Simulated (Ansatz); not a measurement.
## Molecular dynamics of Mn$_{4}$Cr$_{4}$F$_{19}$

The input (input.yaml):

```yaml
accuracy: low
crystal:
  lattice:
    - [-8.75772, 0.0, 0.0]
    - [0.0, -6.41682, 0.0]
    - [-3.23641, 0.0, 6.797483]
  atoms:
    - { symbol: Mn, position: [-0.00446196, 0.49372599, 0.25379214], spin: 3.5 }
    - { symbol: Mn, position: [0.00117408, 0.50153776, 0.76001251], spin: 3.5 }
    - { symbol: Cr, position: [0.51639941, 0.43385313, 0.02746673], spin: 1.5 }
    - { symbol: Cr, position: [0.49825752, 0.50919488, 0.47861181], spin: 1.5 }
    - { symbol: F, position: [0.01348343, -0.11125184, 0.24257917] }
    - { symbol: F, position: [-0.03244809, 1.04877311, 0.76231382] }
    - { symbol: F, position: [1.0128776, 0.25620585, 1.07186665] }
    - { symbol: F, position: [-0.00229742, 0.28054702, 0.43575619] }
    - { symbol: F, position: [-0.0285857, 0.67953861, -0.01258666] }
    - { symbol: F, position: [1.03902108, 0.67449355, 0.52183207] }
    - { symbol: F, position: [0.75354445, 0.50651544, 0.87516973] }
    - { symbol: F, position: [0.27233025, 0.4837042, 0.57635024] }
    - { symbol: F, position: [0.28921042, 0.52017939, 0.12306131] }
    - { symbol: F, position: [0.75578887, 0.50214684, 0.33999207] }
    - { symbol: Mn, position: [0.49935246, 1.0020941, 0.25919192], spin: 3.5 }
    - { symbol: Mn, position: [0.49617013, 0.03380326, 0.72857909], spin: 3.5 }
    - { symbol: Cr, position: [0.00386363, -0.03690215, 0.02465931], spin: 1.5 }
    - { symbol: Cr, position: [-0.0046044, -0.00727151, 0.51266204], spin: 1.5 }
    - { symbol: F, position: [0.53379767, 0.63687681, 0.22368643] }
    - { symbol: F, position: [0.45333598, 1.08009862, 1.03892726] }
    - { symbol: F, position: [0.45953672, 0.76740049, 0.62669023] }
    - { symbol: F, position: [0.494119, 0.34448915, -0.2274925] }
    - { symbol: F, position: [0.48912311, 0.18193371, 0.49789994] }
    - { symbol: F, position: [0.22907156, -0.04199678, 0.84807779] }
    - { symbol: F, position: [0.74900933, -0.04202717, 0.63215382] }
    - { symbol: F, position: [0.76626495, 1.00573259, 0.14234917] }
    - { symbol: F, position: [0.23718514, 0.99299866, 0.40803719] }
magnetization:
  spin_polarized: true
basis:
  ecutwfc: 420.0
kpoints:
  mp_grid: { grid: [2, 2, 2] }
hamiltonian:
  xc: lda
scf:
  occupations: { method: fermi_dirac, width: 0.05 }
  lower_state_search: "off"
md:
  timestep: 2
  n_steps: 170
  ensemble: nvt_nose_hoover
  temperature: 1170.0
  initial_velocities: maxwell_boltzmann
  seed: 687844
  nose_hoover: { tau: 200.0, chain_length: 3 }
```

Run as:

```bash
$ ansatz run input.yaml --threads 4 --pin off --max-ram 10240MiB --backend cpu --events-out ev --progress --plain --runs-dir out
```

It goes on from the last frame of an earlier run, with new velocities.

Output, in part (step lines):

```
md step     0: t =     0.00 fs  T =  1170.0 K  F+E_penalty+E_count = -43741.95278842 eV  E_kin = 3.932089 eV  conserved = -43738.02069925 eV  (42 SCF iters)
md step     1: t =     2.00 fs  T =  1174.4 K  F+E_penalty+E_count = -43741.96857101 eV  E_kin = 3.946732 eV  conserved = -43738.02183851 eV  (11 SCF iters)
md step     2: t =     4.00 fs  T =  1161.3 K  F+E_penalty+E_count = -43741.92465858 eV  E_kin = 3.902834 eV  conserved = -43738.02182207 eV  (11 SCF iters)
md step     3: t =     6.00 fs  T =  1130.9 K  F+E_penalty+E_count = -43741.82120928 eV  E_kin = 3.800596 eV  conserved = -43738.02061656 eV  (11 SCF iters)
md step     4: t =     8.00 fs  T =  1088.5 K  F+E_penalty+E_count = -43741.67659164 eV  E_kin = 3.658113 eV  conserved = -43738.01851310 eV  (15 SCF iters)
md step     5: t =    10.00 fs  T =  1043.5 K  F+E_penalty+E_count = -43741.52289167 eV  E_kin = 3.506968 eV  conserved = -43738.01603691 eV  (14 SCF iters)
md step     6: t =    12.00 fs  T =  1006.9 K  F+E_penalty+E_count = -43741.39749340 eV  E_kin = 3.383800 eV  conserved = -43738.01395743 eV  (14 SCF iters)
md step     7: t =    14.00 fs  T =   987.5 K  F+E_penalty+E_count = -43741.33138848 eV  E_kin = 3.318864 eV  conserved = -43738.01302763 eV  (13 SCF iters)
[... lines left out ...]
```

The steps, from the saved trajectory:

```
time (fs)  T (K)  potential energy less start (eV)  conserved less start (meV/atom)
      0.0   1170                             0.000                             0.00
     10.0   1044                             0.430                             0.17
     20.0   1044                             0.430                             0.15
     30.0   1179                            -0.023                             0.04
     40.0   1061                             0.381                             0.12
     50.0    939                             0.794                             0.15
     60.0   1013                             0.555                             0.12
     70.0   1183                            -0.010                             0.00
     80.0   1178                             0.024                             0.06
     90.0   1066                             0.413                             0.08
    100.0    900                             0.986                             0.15
    110.0    808                             1.308                             0.20
    120.0    922                             0.944                             0.18
    130.0   1212                            -0.006                             0.05
    140.0   1327                            -0.356                             0.01
    150.0   1164                             0.228                             0.10
    160.0    962                             0.935                             0.14
    170.0    821                             1.441                             0.21
    180.0    824                             1.456                             0.09
    190.0    788                             1.619                             0.30
    200.0   1047                             0.789                             0.05
    210.0   1143                             0.527                             0.01
    220.0    940                             1.278                             0.20
    230.0    953                             1.294                             0.15
    240.0   1108                             0.841                             0.01
    250.0   1080                             1.023                             0.23
    260.0   1162                             0.829                             0.13
    270.0   1195                             0.810                             0.16
    280.0   1171                             0.986                             0.15
    290.0   1173                             1.073                             0.23
    300.0   1271                             0.838                             0.10
    310.0   1298                             0.845                             0.15
    320.0   1232                             1.162                             0.18
    330.0   1049                             1.858                             0.26
    340.0    962                             2.217                             0.20
```

The run went to its last step. The conserved energy stayed within 0.3 meV per atom of its start (net change 0.2 meV per atom), so the integration is sound. A run of 0.34 ps of so small a system gives no equilibrium averages. No Hubbard correction was used and the magnetic state wasn't searched. Limits of this set-up: coarse k mesh, low accuracy level.

Mean squared displacements from the first frame to the last, about the centre of mass: Mn 0.06 Å², Cr 0.09 Å², F 0.46 Å².

Last frame:

```xyz
27
Lattice="-8.7577 0.0000 0.0000 0.0000 -6.4168 0.0000 -3.2364 0.0000 6.7975" Properties=species:S:1:pos:R:3
Mn -0.829 -2.853 1.790
Mn -2.413 -3.383 5.059
Cr -4.541 -2.876 0.073
Cr -6.038 -3.413 3.603
F -0.462 -0.284 2.158
F -2.587 -5.910 5.063
F -12.304 -2.060 6.741
F -1.720 -1.726 3.866
F 0.059 -4.604 -0.086
F -10.409 -4.227 3.197
F -9.602 -3.249 6.251
F -4.190 -3.278 3.767
F -2.781 -2.448 0.941
F -7.732 -3.267 2.964
Mn -5.241 -6.162 1.774
Mn -6.699 -0.221 5.121
Cr -0.029 -0.078 -0.029
Cr -1.701 0.103 3.598
F -5.100 -4.253 1.192
F -7.702 -6.755 6.934
F -5.775 -5.496 3.334
F -3.969 -2.306 -1.589
F -5.428 -1.300 2.689
F -5.123 0.347 6.015
F -8.490 0.413 4.293
F -7.082 -5.895 1.062
F -3.262 -6.213 2.428
```

Time of the run: 32 min on 4 threads of AMD EPYC 9R14 (Zen 4), with other jobs on the host, peak memory 1.8 GiB.
